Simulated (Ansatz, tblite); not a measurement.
**Al13As13 zinc blende bond sphere (Al13As13H30): a ladder of methods and basis sets**

An exercise on one series of results from a longer session: the logs are not shown, and one member is left open.

Program: Ansatz 0.2.0, Gaussian basis. Level of theory: as each input shows. These are calculated values, not measurements.

The runs, in order: GFN1-xTB, GFN2-xTB, PBE-D4/def2-TZVP, r2SCAN-D4/def2-TZVP, PBE-D4/def2-SVP, PBE0-D4/def2-SVP.

1 further run of the same task is left out (set aside as unsound or not needed).

### The structure

The geometry is that of the singlet, from an earlier relaxation (r2SCAN-D4/def2-SVP).

56 atoms, charge 0, spin multiplicity 1.

Bond lengths: Al1–As14 2.489 Å, Al1–As15 2.490 Å, Al1–As17 2.485 Å, Al1–H27 1.586 Å, Al2–As14 2.453 Å, Al2–As16 2.504 Å, Al2–As18 2.492 Å, Al2–H28 1.586 Å, Al3–As14 2.529 Å, Al3–As19 2.529 Å, Al3–H29 1.591 Å, Al3–H30 1.595 Å, Al4–As17 2.485 Å, Al4–As19 2.489 Å, Al4–As20 2.489 Å, Al4–H31 1.586 Å, Al5–As18 2.492 Å, Al5–As19 2.453 Å and more. Angles: As14–Al1–As15 111.4°, As14–Al1–As17 104.8°, As14–Al1–H27 111.2°, As15–Al1–As17 104.8°, As15–Al1–H27 111.2°, As17–Al1–H27 113.1°, As14–Al2–As16 105.5°, As14–Al2–As18 101.6°, As14–Al2–H28 119.6°, As16–Al2–As18 103.8°, As16–Al2–H28 111.1°, As18–Al2–H28 113.6°, As14–Al3–As19 96.2°, As14–Al3–H29 109.2°, As14–Al3–H30 107.8°, As19–Al3–H29 109.2°, As19–Al3–H30 107.8°, H29–Al3–H30 123.2° and more.

PBE0-D4/def2-TZVP was run before; its log isn't repeated, and its numbers join the tables.

Set-up of the first run:

Tight binding, by tblite at 300 K electronic temperature and without a spin-polarisation term:

```python
tblite.interface.Calculator('GFN1-xTB', numbers, positions, charge=0, uhf=0).singlepoint()
```

Tight binding, by tblite at 300 K electronic temperature and without a spin-polarisation term:

```python
tblite.interface.Calculator('GFN2-xTB', numbers, positions, charge=0, uhf=0).singlepoint()
```

start.molden holds the orbitals of an earlier run on this state, given as this run's starting guess.

in.yaml reads:

```yaml
crystal:
  periodic: [false, false, false]
  atoms:
    - {symbol: Al, position_ang: [-2.188682, -2.187170, -0.661131]}
    - {symbol: Al, position_ang: [-2.283073, 0.817408, -3.622069]}
    - {symbol: Al, position_ang: [-5.202579, 0.779443, -0.774241]}
    - {symbol: Al, position_ang: [-2.185552, 0.664976, 2.188721]}
    - {symbol: Al, position_ang: [-2.279800, 3.625153, -0.816510]}
    - {symbol: Al, position_ang: [0.813697, -2.282170, -3.623736]}
    - {symbol: Al, position_ang: [0.775246, -5.203660, -0.776967]}
    - {symbol: Al, position_ang: [0.664116, -2.187629, 2.187369]}
    - {symbol: Al, position_ang: [3.622458, -2.282350, -0.819184]}
    - {symbol: Al, position_ang: [0.666565, 0.666229, -0.667389]}
    - {symbol: Al, position_ang: [0.820320, 3.624544, 2.279401]}
    - {symbol: Al, position_ang: [3.625420, 0.816619, 2.278134]}
    - {symbol: Al, position_ang: [0.780935, 0.777582, 5.201745]}
    - {symbol: As, position_ang: [-3.517521, -0.607101, -2.052190]}
    - {symbol: As, position_ang: [-0.610378, -3.516817, -2.053616]}
    - {symbol: As, position_ang: [-0.723617, -0.720672, -4.836032]}
    - {symbol: As, position_ang: [-0.733943, -0.733928, 0.734955]}
    - {symbol: As, position_ang: [-0.787610, 2.083029, -2.082706]}
    - {symbol: As, position_ang: [-3.514539, 2.056727, 0.609349]}
    - {symbol: As, position_ang: [-0.604089, 2.056133, 3.515831]}
    - {symbol: As, position_ang: [-0.717580, 4.838277, 0.719527]}
    - {symbol: As, position_ang: [2.081128, -0.788318, -2.084208]}
    - {symbol: As, position_ang: [2.054237, -3.517125, 0.606869]}
    - {symbol: As, position_ang: [2.057180, -0.607985, 3.514572]}
    - {symbol: As, position_ang: [4.837058, -0.721064, 0.716519]}
    - {symbol: As, position_ang: [2.084101, 2.082584, 0.785007]}
    - {symbol: H, position_ang: [-3.132130, -3.130468, 0.196788]}
    - {symbol: H, position_ang: [-3.080006, 1.740372, -4.635543]}
    - {symbol: H, position_ang: [-6.047326, -0.172978, 0.180345]}
    - {symbol: H, position_ang: [-5.869488, 1.804018, -1.799147]}
    - {symbol: H, position_ang: [-3.129255, -0.190992, 3.133570]}
    - {symbol: H, position_ang: [-3.076626, 4.638995, -1.739188]}
    - {symbol: H, position_ang: [1.735442, -3.079176, -4.638302]}
    - {symbol: H, position_ang: [-0.177873, -6.047627, 0.177607]}
    - {symbol: H, position_ang: [1.798882, -5.871232, -1.802366]}
    - {symbol: H, position_ang: [-0.192551, -3.131030, 3.131855]}
    - {symbol: H, position_ang: [4.635694, -3.079141, -1.742583]}
    - {symbol: H, position_ang: [1.744346, 4.637996, 3.075172]}
    - {symbol: H, position_ang: [4.640116, 1.739311, 3.073854]}
    - {symbol: H, position_ang: [-0.173142, -0.175549, 6.046281]}
    - {symbol: H, position_ang: [1.806379, 1.801480, 5.868855]}
    - {symbol: H, position_ang: [-4.345184, -1.482391, -2.970093]}
    - {symbol: H, position_ang: [-1.486861, -4.343192, -2.971527]}
    - {symbol: H, position_ang: [-1.551289, -1.547450, -5.792151]}
    - {symbol: H, position_ang: [0.055241, 0.058276, -5.871443]}
    - {symbol: H, position_ang: [0.106625, 2.945569, -2.947254]}
    - {symbol: H, position_ang: [-4.340449, 2.975470, 1.485420]}
    - {symbol: H, position_ang: [-1.478840, 2.974860, 4.343153]}
    - {symbol: H, position_ang: [-1.543600, 5.795340, 1.546846]}
    - {symbol: H, position_ang: [0.061544, 5.872696, -0.060446]}
    - {symbol: H, position_ang: [2.944227, 0.105618, -2.948494]}
    - {symbol: H, position_ang: [2.973223, -4.343730, 1.482008]}
    - {symbol: H, position_ang: [2.976153, -1.483544, 4.340754]}
    - {symbol: H, position_ang: [5.794851, -1.547597, 1.542498]}
    - {symbol: H, position_ang: [5.870868, 0.058151, -0.064198]}
    - {symbol: H, position_ang: [2.947491, 2.945202, -0.110272]}
basis:
  gaussian: {orbitals: def2-TZVP, fitting: {mean_field: def2-universal-jkfit}, initial_orbitals: start.molden}
hamiltonian: {xc: pbe, dispersion: d4}
scf: {omitted_lower_state_checks: [starts]}
output: {orbitals: {seedname: orbitals}}
```

Started as:

```
> ansatz run in.yaml --threads 11 --pin off --events-out ev --progress --plain --max-ram 174080MiB --backend cuda --devices 0, --max-vram 75GiB
```

Steps of the session up to this table: PBE-D4/def2-TZVP; r2SCAN-D4/def2-TZVP; PBE-D4/def2-SVP; PBE0-D4/def2-SVP.

One table of the session follows, with a row left open; its other results are not shown here.

It belongs to the step «Binding energy». 

```
              level  binding an atom (eV)
    PBE-D4/def2-SVP                     ?
   PBE-D4/def2-TZVP                 2.847
r2SCAN-D4/def2-TZVP                 2.871
   PBE0-D4/def2-SVP                 2.857
  PBE0-D4/def2-TZVP                 2.842
```

Estimate the missing values for PBE-D4/def2-SVP.

As computed: binding an atom (eV): 2.863. In the column «binding an atom (eV)» it lies between PBE0-D4/def2-SVP (2.857) and r2SCAN-D4/def2-TZVP (2.871).

Limits of these values: Free atoms were run apart at each level; binding is atoms less cluster, divided by the number of atoms, without zero-point or spin-orbit terms.
